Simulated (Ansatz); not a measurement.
# HBrCl radical (built from SMILES Br.[Cl]): functionals against CCSD(T) at one geometry

A test off equilibrium: a displaced guess of a reacting structure is computed at several levels, and each is set against CCSD(T).

Program: Ansatz 0.2.0, Gaussian basis. Level of theory: single points in def2-TZVPP. These are calculated values, not measurements.

Correlated methods freeze the cores. Filled d shells of the heavier atoms are correlated. Orbitals are unrestricted.

## 1. Where the work starts

3 atoms, charge 0, spin multiplicity 2.

Atoms are counted from 1 here; the program's logs count them from 0.

No contacts short enough for the rule that draws bonds.

Geometry (Å):

```
atom    x (Å)    y (Å)    z (Å)
  H1  -0.0458   0.0716  -0.0598
 Br2   1.6070  -0.8164   0.6381
 Cl3  -1.5496   0.7681  -0.6019
```

## 2. CCSD(T)/def2-TZVPP

Input file run/in.yaml:

```yaml
crystal:
  periodic: [false, false, false]
  atoms:
    - {symbol: H, position_ang: [-0.045800, 0.071600, -0.059800]}
    - {symbol: Br, position_ang: [1.607000, -0.816400, 0.638100]}
    - {symbol: Cl, position_ang: [-1.549600, 0.768100, -0.601900]}
basis:
  gaussian: {orbitals: def2-TZVPP}
magnetization: {spin_polarized: true, initial_magnetization: 1}
correlation: {method: ccsd_t}
scf: {omitted_lower_state_checks: [cluster_reference]}
output: {forces: true}
```

No record of the launch command was kept for these runs.

## 3. PBE0-D4/def2-TZVPP

Changes to run/in.yaml since step 2:

```diff
@@ -9,4 +9,3 @@
 magnetization: {spin_polarized: true, initial_magnetization: 1}
-correlation: {method: ccsd_t}
-scf: {omitted_lower_state_checks: [cluster_reference]}
-output: {forces: true}
+hamiltonian: {xc: pbe0, dispersion: d4}
+output: {forces: true, orbitals: {seedname: orbitals}}
```

## 4. wB97M-V/def2-TZVPP

Changes to run/in.yaml since step 3:

```diff
@@ -9,3 +9,3 @@
 magnetization: {spin_polarized: true, initial_magnetization: 1}
-hamiltonian: {xc: pbe0, dispersion: d4}
-output: {forces: true, orbitals: {seedname: orbitals}}
+hamiltonian: {xc: {name: wB97M-V}}
+output: {forces: true}
```

## 5. r2SCAN-D4/def2-TZVPP

Changes to run/in.yaml since step 4:

```diff
@@ -9,3 +9,3 @@
 magnetization: {spin_polarized: true, initial_magnetization: 1}
-hamiltonian: {xc: {name: wB97M-V}}
+hamiltonian: {xc: r2scan, dispersion: d4}
 output: {forces: true}
```

## 6. PBE-D4/def2-TZVPP

Changes to run/in.yaml since step 5:

```diff
@@ -9,3 +9,3 @@
 magnetization: {spin_polarized: true, initial_magnetization: 1}
-hamiltonian: {xc: r2scan, dispersion: d4}
+hamiltonian: {xc: pbe, dispersion: d4}
 output: {forces: true}
```

## 7. B97M-V/def2-TZVPP

Changes to run/in.yaml since step 6:

```diff
@@ -9,3 +9,3 @@
 magnetization: {spin_polarized: true, initial_magnetization: 1}
-hamiltonian: {xc: pbe, dispersion: d4}
+hamiltonian: {xc: {name: B97M-V}}
 output: {forces: true}
```

## 8. HSE06-D4/def2-TZVPP

Changes to run/in.yaml since step 7:

```diff
@@ -9,3 +9,3 @@
 magnetization: {spin_polarized: true, initial_magnetization: 1}
-hamiltonian: {xc: {name: B97M-V}}
+hamiltonian: {xc: hse06, dispersion: d4}
 output: {forces: true}
```

(Steps that only read results are left out.)

**Question.** What will these runs give? Wanted: energy less free atoms, CCSD(T)/def2-TZVPP; RMS force component; RMS force error; HOMO and LUMO, PBE0-D4; T1 diagnostic.

**Answer**, as computed:

```
                                  quantity                                                                                           value
energy less free atoms, CCSD(T)/def2-TZVPP                                                                                   -292.9 kJ/mol
                       RMS force component                                                            0.999 to 1.832 eV/Å over the methods
                           RMS force error  PBE0-D4 0.069, wB97M-V 0.621, r2SCAN-D4 0.337, PBE-D4 0.486, B97M-V 0.196, HSE06-D4 0.054 eV/Å
                    HOMO and LUMO, PBE0-D4                                                                              -8.73 and -7.16 eV
                             T1 diagnostic                                                                                           0.024
```

What this shows: Against CCSD(T) the functionals' energies less atoms differ by -90.1 to -17.7 kJ/mol, PBE-D4 by -90.1 kJ/mol. A larger basis would deepen the CCSD(T) value, while the functionals are nearly converged already, so the order here is not reliable. The forces of HSE06-D4 come nearest to CCSD(T), those of wB97M-V are farthest. Frozen-core CCSD(T) forces in triple zeta carry basis errors of their own, and this is one geometry, so small gaps rank nothing. The unrestricted reference is spin-contaminated, which hurts MP2 most.
